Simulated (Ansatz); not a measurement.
Crystal: CsLiCr2Te2S3.

```xyz
9
Lattice="7.0568 0.0000 0.0000 0.0000 3.9806 0.0000 -2.6733 0.0000 8.6817" Properties=species:S:1:pos:R:3 pbc="T T T"
Cs   -0.4619    0.0000    3.2735
Li    3.9900    1.9903    6.8484
Cr   -1.6370    0.0000    8.2143
Cr    1.5865    1.9903    8.4356
Te    3.1793    0.0000    1.3257
Te    1.9223    0.0000    6.5020
S     4.3382    0.0000    5.9471
S    -0.4797    1.9903    7.3275
S     6.6521    1.9903    0.4651
```

The cell was built by a generator and needn't be a form met in nature.

Base run:

| Item | Value |
| --- | --- |
| Program | Ansatz 0.2.0 |
| Functional | PBE |
| Potentials or basis | Ansatz PAW |
| Cutoff | 420 eV (not typed: the program's choice for these potentials) |
| k mesh | 4 × 7 × 3 |
| Occupations | fermi-dirac, width 0.05 eV |
| Spin | collinear spin, ferromagnetic start |
| Starting moments | [0.0, 0.0, 3.0, 3.0, 0.0, 0.0, 0.0, 0.0, 0.0] μB |
| Hubbard terms | Cr d U = 8 eV |

Its results: band gap on the k mesh none (metal or under the smearing width); pressure 4.9 GPa; net moment 6.03 μB per cell; site moments Cs -0.01; Li -0.00; Cr +3.64, +3.52; Te -0.47, -0.17; S -0.12, -0.42, -0.27 μB; largest force 1.019 eV/Å.

The run is repeated on the same cell with these changes: hubbard terms from Cr d U = 8 eV to Cr d U = 6 eV. What comes out?

Band gap on the k mesh 0.08 eV, indirect (least direct gap 0.36 eV); pressure 3.6 GPa; net moment 6.01 μB per cell; site moments Cs -0.01; Li -0.00; Cr +3.50, +3.37; Te -0.41, -0.15; S -0.10, -0.36, -0.22 μB; largest force 0.778 eV/Å.

Caveats: the magnetic or orbital state may not be the lowest; only a ferromagnetic start was run, and an antiferromagnetic order may lie lower in energy; forces of over 1 eV/Å show positions far from the minimum, so gaps and moduli don't describe the material at rest (some runs); odd divisions of the mesh miss points on the zone boundary, where band edges often lie, so the gap on the mesh can be too wide (some runs); spin-orbit coupling is left out, which moves the levels of the heavy elements (some runs).

A k mesh can miss the band edges.
